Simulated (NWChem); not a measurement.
# A workflow on the pair BH3S2···SiHBr

Aim: a single-point energy (singlet BSiH4S2Br, M06-2X/6-31G*), then a single-point energy (singlet BH3S2, M06-2X/6-31G*), then the energy (singlet SiHBr, M06-2X/6-31G*), then a single-point energy (singlet BH3S2, M06-2X/6-31G*), then the energy (singlet SiHBr, M06-2X/6-31G*) of BBrH4S2Si and its partners. 

The results are computed with NWChem 7.3.0.

### Step 1. Starting point

BSiH4S2Br has 9 atoms, charge 0, and is taken as a singlet. The two molecules were placed rigidly side by side, at 1 times their contact distance; the pair isn't optimised.

Bond lengths: S1–B2 1.783 Å, B2–S3 1.787 Å, Si7–Br8 2.245 Å, S1–H4 1.346 Å, B2–H5 1.190 Å, S3–H6 1.342 Å, Si7–H9 1.527 Å. Angles: S1–B2–S3 122.5°, S1–B2–H5 116.2°, S3–B2–H5 121.4°, B2–S1–H4 98.9°, B2–S3–H6 97.3°, Br8–Si7–H9 94.0°.

### Step 2. The energy at M06-2X/6-31G(d) (spherical functions) (run 1)

The input, test.nw:

```
start test
title "BBrH4S2Si"
memory total 2200 mb
charge 0

geometry units angstroms noautosym nocenter noautoz
  S       -0.826920      -0.594530      -1.508820
  B        0.084380      -0.442930       0.016580
  S        0.326080       1.125470       0.837480
  H       -1.152620       0.698770      -1.686920
  H        0.528480      -1.451530       0.465180
  H        1.040580       0.664770       1.876480
  Si      -0.820270      -0.353930       4.501310
  Br      -0.210220       0.043720       6.624700
  H        0.616950      -0.470120       3.998230
end

basis spherical bse
  * library 6-31G*
end

dft
  xc m06-2x
  grid fine
  convergence energy 1e-08
  maxiter 100
  mulliken
  print low
end

task dft energy
```

Launch:

```console
$ nwchem test.nw > test.out
```

The log of the run:

```text
[...]
 d= 0,ls=0.0,diis     1  -3686.8242289777 -4.11D+03  9.17D-03  4.13D-01     5.4
[...]
 d= 0,ls=0.0,diis    10  -3686.8919858006 -1.18D-09  3.74D-07  3.44D-10    37.7
         Total DFT energy =    -3686.891985800574
      One electron energy =    -5961.997618257416
           Coulomb energy =     2021.748036594038
    Exchange-Corr. energy =     -169.194818446264
 Nuclear repulsion energy =      422.552414309069
[...]
      Total Density - Mulliken Population Analysis
     ---------------------------------------------
    Atom       Charge   Shell Charges
 -----------   ------   -------------------------------------------------------
    1 S   16    16.10   2.00  2.00  5.97  1.34  3.08  0.51  1.14  0.06
    2 B    5     5.07   2.00  0.58  1.43  0.41  0.60  0.05
    3 S   16    16.13   2.00  2.00  5.97  1.33  3.08  0.52  1.16  0.06
    4 H    1     0.89   0.50  0.39
    5 H    1     0.94   0.51  0.43
    6 H    1     0.87   0.49  0.38
    7 Si  14    13.60   2.00  2.00  5.96  1.29  1.34  0.57  0.34  0.10
    8 Br  35    35.29   2.00  2.00  6.00  2.00  5.99  1.58  3.83  0.38  1.48  6.99  2.88  0.15
    9 H    1     1.12   0.50  0.62
[...]
```

Run time: 38 s. Hardware: 1 thread of Intel Xeon Platinum 8488C (Sapphire Rapids), shared host; peak memory 0.12 GiB.

### Step 3. BH3S2: the energy at M06-2X/6-31G(d) (spherical functions) (run 2)

The input, sp.nw:

```
start sp
memory stack 880 mb heap 220 mb global 1100 mb
geometry units atomic noautosym nocenter noautoz
 S     -1.56265233    -1.12349887    -2.85125657
 B      0.15945509    -0.83701639     0.03133166
 S      0.61620189     2.12683006     1.58260783
 H     -2.17813613     1.32048392    -3.18781679
 H      0.99868246    -2.74299416     0.87906280
 H      1.96641121     1.25623324     3.54603328
end
basis "ao basis" spherical bse
 * library 6-31G*
end
dft
 xc m06-2x
 mult 1
 grid fine
 convergence energy 1e-08
 maxiter 100
 mulliken
 noprint "final vectors analysis"
end
task dft energy
```

Launch:

```console
$ nwchem sp.nw > sp.out
```

The log of the run:

```text
[...]
          Wavefunction type:  closed shell.
          No. of atoms     :     6
          No. of electrons :    40
[...]
          Charge           :     0
          Spin multiplicity:     1
[...]
          AO basis - number of functions:    56
[...]
              XC Information
              --------------
                       M06-2X Method XC Functional
                     Hartree-Fock (Exact) Exchange  0.540
                        M06-2X Exchange Functional  1.000
                      M06-2X Correlation Potential  1.000
[...]
 d= 0,ls=0.0,diis     1   -822.9407664532 -9.43D+02  1.13D-02  2.20D-01     1.6
[...]
 d= 0,ls=0.0,diis     8   -822.9817327443 -3.40D-09  2.74D-06  1.60D-08     9.0
         Total DFT energy =     -822.981732744307
      One electron energy =    -1373.187418939058
           Coulomb energy =      486.984289767612
    Exchange-Corr. energy =      -56.547318999101
 Nuclear repulsion energy =      119.768715426240
[...]
      Total Density - Mulliken Population Analysis
     ---------------------------------------------
    Atom       Charge   Shell Charges
 -----------   ------   -------------------------------------------------------
    1 S   16    16.11   2.00  2.00  5.97  1.34  3.08  0.51  1.15  0.06
    2 B    5     5.07   2.00  0.58  1.43  0.41  0.60  0.05
    3 S   16    16.13   2.00  2.00  5.97  1.33  3.08  0.51  1.17  0.06
    4 H    1     0.89   0.50  0.39
    5 H    1     0.94   0.51  0.43
    6 H    1     0.87   0.50  0.37
[...]
```

It took 9.6 s on 1 thread of Intel Xeon Platinum 8488C (Sapphire Rapids), shared host; peak memory 0.11 GiB.

### Step 4. SiHBr: a single-point energy at M06-2X/6-31G(d) (spherical functions) (run 3)

The input, nw.nw:

```
start nw
title "BrHSi M06-2X"
memory total 2200 mb
geometry units angstroms noautosym nocenter noautoz
   Si    -0.820270    -0.353930     4.501310
   Br    -0.210220     0.043720     6.624700
   H      0.616950    -0.470120     3.998230
end
basis "ao basis" spherical bse
   * library 6-31G*
end
dft
   xc m06-2x
   grid fine
   convergence energy 1e-08
   maxiter 100
   mulliken
   noprint "final vectors analysis"
end
task dft energy
```

Launch:

```console
$ nwchem nw.nw > nw.out
```

The log of the run:

```text
[...]
          Wavefunction type:  closed shell.
          No. of atoms     :     3
          No. of electrons :    50
[...]
          Charge           :     0
          Spin multiplicity:     1
[...]
          AO basis - number of functions:    52
[...]
              XC Information
              --------------
                       M06-2X Method XC Functional
                     Hartree-Fock (Exact) Exchange  0.540
                        M06-2X Exchange Functional  1.000
                      M06-2X Correlation Potential  1.000
[...]
 d= 0,ls=0.0,diis     1  -2863.8814754051 -2.99D+03  1.40D-02  1.90D-01     1.7
[...]
 d= 0,ls=0.0,diis     8  -2863.9083875284 -6.65D-09  2.15D-06  1.49D-08     7.5
         Total DFT energy =    -2863.908387528384
      One electron energy =    -4237.616415634773
           Coulomb energy =     1359.382580287516
    Exchange-Corr. energy =     -112.648305344460
 Nuclear repulsion energy =      126.973753163334
[...]
      Total Density - Mulliken Population Analysis
     ---------------------------------------------
    Atom       Charge   Shell Charges
 -----------   ------   -------------------------------------------------------
    1 Si  14    13.61   2.00  2.00  5.96  1.28  1.35  0.57  0.34  0.10
    2 Br  35    35.29   2.00  2.00  6.00  2.00  5.99  1.58  3.83  0.38  1.49  6.99  2.88  0.15
    3 H    1     1.10   0.50  0.60
[...]
```

Wall time 8.1 s (1 thread of Intel Xeon Platinum 8488C (Sapphire Rapids), shared host); peak memory 0.11 GiB.

### Step 5. BH3S2 among ghost functions: the energy at M06-2X/6-31G(d) (spherical functions, with ghost functions) (run 4)

The input, bh3s2.nw:

```
START bh3s2
memory stack 880 mb heap 220 mb global 1100 mb

GEOMETRY noautosym nocenter noautoz
S     -0.826920    -0.594530    -1.508820
B      0.084380    -0.442930     0.016580
S      0.326080     1.125470     0.837480
H     -1.152620     0.698770    -1.686920
H      0.528480    -1.451530     0.465180
H      1.040580     0.664770     1.876480
bqSi    -0.820270    -0.353930     4.501310
bqBr    -0.210220     0.043720     6.624700
bqH      0.616950    -0.470120     3.998230
END

BASIS spherical bse
S library 6-31G*
B library 6-31G*
H library 6-31G*
bqSi library Si 6-31G*
bqBr library Br 6-31G*
bqH library H 6-31G*
END

DFT
xc m06-2x
mult 1
grid fine
convergence energy 1e-08
maxiter 100
mulliken
noprint "final vectors analysis"
END

TASK dft energy
```

Launch:

```console
$ nwchem bh3s2.nw > bh3s2.out
```

The log of the run:

```text
[...]
          Wavefunction type:  closed shell.
          No. of atoms     :     9
          No. of electrons :    40
[...]
          Charge           :     0
          Spin multiplicity:     1
[...]
          AO basis - number of functions:   108
[...]
              XC Information
              --------------
                       M06-2X Method XC Functional
                     Hartree-Fock (Exact) Exchange  0.540
                        M06-2X Exchange Functional  1.000
                      M06-2X Correlation Potential  1.000
[...]
 d= 0,ls=0.0,diis     1   -822.9410786325 -9.43D+02  5.88D-03  2.21D-01     3.6
[...]
 d= 0,ls=0.0,diis     8   -822.9820473079 -3.47D-09  1.44D-06  1.65D-08    29.8
         Total DFT energy =     -822.982047307881
      One electron energy =    -1373.170820909734
           Coulomb energy =      486.965902611422
    Exchange-Corr. energy =      -56.545852952209
 Nuclear repulsion energy =      119.768723942641
[...]
      Total Density - Mulliken Population Analysis
     ---------------------------------------------
    Atom       Charge   Shell Charges
 -----------   ------   -------------------------------------------------------
    1 S   16    16.11   2.00  2.00  5.97  1.34  3.08  0.51  1.15  0.06
    2 B    5     5.06   2.00  0.58  1.43  0.41  0.60  0.05
    3 S   16    16.12   2.00  2.00  5.97  1.33  3.09  0.51  1.16  0.06
    4 H    1     0.89   0.50  0.39
    5 H    1     0.94   0.51  0.43
    6 H    1     0.87   0.50  0.37
    7 X    0     0.01  -0.00 -0.00  0.00 -0.00 -0.00  0.00  0.00  0.00
    8 X    0    -0.00  -0.00 -0.00 -0.00  0.00 -0.00 -0.00 -0.00  0.00 -0.00 -0.00  0.00 -0.00
    9 X    0    -0.00   0.00 -0.00
[...]
```

Wall time 31 s (1 thread of Intel Xeon Platinum 8488C (Sapphire Rapids), shared host); peak memory 0.12 GiB.

### Step 6. SiHBr among ghost functions: a single-point energy at M06-2X/6-31G(d) (spherical functions, with ghost functions) (run 5)

The input, struct.nw:

```
start struct
title "BrHSi"
memory total 2200 mb

geometry units angstrom noautosym nocenter noautoz
Si      -0.820270      -0.353930       4.501310
Br      -0.210220       0.043720       6.624700
H        0.616950      -0.470120       3.998230
bqS     -0.826920    -0.594530    -1.508820
bqB      0.084380    -0.442930     0.016580
bqS      0.326080     1.125470     0.837480
bqH     -1.152620     0.698770    -1.686920
bqH      0.528480    -1.451530     0.465180
bqH      1.040580     0.664770     1.876480
end

basis spherical bse
Si library 6-31G*
Br library 6-31G*
H library 6-31G*
bqS library S 6-31G*
bqB library B 6-31G*
bqH library H 6-31G*
end

dft
xc m06-2x
grid fine
convergence energy 1e-08
maxiter 100
mulliken
print low
end

task dft energy
```

Launch:

```console
$ nwchem struct.nw > struct.out
```

The log of the run:

```text
[...]
 d= 0,ls=0.0,diis     1  -2863.8817121394 -2.99D+03  6.76D-03  1.91D-01     4.4
[...]
 d= 0,ls=0.0,diis     8  -2863.9086359861 -6.89D-09  1.04D-06  1.48D-08    28.1
         Total DFT energy =    -2863.908635986071
      One electron energy =    -4237.603378162468
           Coulomb energy =     1359.368518570022
    Exchange-Corr. energy =     -112.647529556959
 Nuclear repulsion energy =      126.973753163334
[...]
      Total Density - Mulliken Population Analysis
     ---------------------------------------------
    Atom       Charge   Shell Charges
 -----------   ------   -------------------------------------------------------
    1 Si  14    13.60   2.00  2.00  5.96  1.28  1.35  0.57  0.33  0.10
    2 Br  35    35.29   2.00  2.00  6.00  2.00  5.99  1.58  3.83  0.38  1.49  6.99  2.88  0.15
    3 H    1     1.10   0.50  0.60
    4 X    0     0.00  -0.00 -0.00 -0.00 -0.00 -0.00 -0.00  0.00 -0.00
    5 X    0     0.00  -0.00 -0.00 -0.00 -0.00  0.00 -0.00
    6 X    0     0.00  -0.00 -0.00  0.00 -0.00 -0.00 -0.00  0.00 -0.00
    7 X    0    -0.00   0.00 -0.00
    8 X    0     0.00  -0.00  0.00
    9 X    0     0.00  -0.00  0.00
[...]
```

Run time: 29 s. Hardware: 1 thread of Intel Xeon Platinum 8488C (Sapphire Rapids), shared host; peak memory 0.12 GiB.

### Step 7. Outcome

```
                                                                                                                  quantity           value
                                                                                        run 1, M06-2X/6-31G*: total energy  -3686.89199 Eh
                                                                                                       BH3S2: total energy   -822.98173 Eh
                                                                                                      BH3S2: dipole moment          0.96 D
                                                                                                       SiHBr: total energy  -2863.90839 Eh
                                                                                                      SiHBr: dipole moment          1.58 D
                                                                                 BH3S2 among ghost functions: total energy   -822.98205 Eh
                                                                                BH3S2 among ghost functions: dipole moment          0.93 D
                                                                                 SiHBr among ghost functions: total energy  -2863.90864 Eh
              interaction energy of the rigid parts BH3S2 and SiHBr (parts in their own basis; closest atoms 2.44 Å apart)       -0.051 eV
interaction energy of the rigid parts BH3S2 and SiHBr (parts in the whole basis, counterpoise; closest atoms 2.44 Å apart)       -0.035 eV
```

In words: The interaction energy of the rigid parts BH3S2 and SiHBr (parts in their own basis; closest atoms 2.44 Å apart) is −0.05 eV (−1.2 kcal/mol): the parts attract. Without counterpoise this holds the superposition error of the basis. The interaction energy of the rigid parts BH3S2 and SiHBr (parts in the whole basis, counterpoise; closest atoms 2.44 Å apart) is −0.04 eV (−0.8 kcal/mol): the parts attract. The basis-set superposition error is 1.5 kJ/mol. Mulliken charges (run 1, M06-2X/6-31G*) run from -0.29 on Br8 to +0.40 on Si7; they depend strongly on the basis.
